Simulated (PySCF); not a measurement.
# C2H5NO2Si: the cost of one run

Programs: PySCF 2.14.0, with density-fitted response routines of our own. Each step states its level of theory. These are calculated values for one molecule in the gas phase, unless marked as measured. Atoms count from 0, in the outputs and in this text.

## Step 1: Starting geometry

11 atoms, charge 0, multiplicity 1; geometry from: GFN2-xTB. The atoms were then displaced at random by about 0.01 Å, so the start is not that level's minimum.

Bonds of the start (Å): N0–C1 1.34, C1–O2 1.20, C1–Si3 1.89, Si3–C4 1.95, C4–O5 1.21, N0–H6 1.00, N0–H7 1.03, Si3–H8 1.47, Si3–H9 1.48, C4–H10 1.11.

## Step 2: Optimising the geometry at PBE0-D3(BJ)/def2-SVP

What the job is given:

```
{"job": {"xc": "PBE0", "basis": "def2-SVP", "d3": "d3bj", "grid": 1, "shake": 0.01, "kind": "geom"}, "charge": 0, "multiplicity": 1}
N      1.587080     0.430570    -0.761050
C      1.214200    -0.226620     0.341660
O      2.017200    -0.696670     1.104050
Si    -0.628350    -0.395490     0.710390
C     -1.637390     0.126930    -0.873120
O     -1.144570     0.734560    -1.793320
H      2.553380     0.569150    -0.990930
H      0.882930     0.801340    -1.415040
H     -1.022300    -1.772620     1.047700
H     -1.061730     0.526590     1.784170
H     -2.722330    -0.123570    -0.901690
```

Started as:

```console
$ OMP_NUM_THREADS=1 python probes_run.py task.json out
```

The driver reads the jobs from task.json and runs them one after another.

Q: Estimate the wall time and peak memory of this first job on 1 thread of Arm Neoverse N1, shared host.

About 95 s, with a peak of 0.47 GiB.
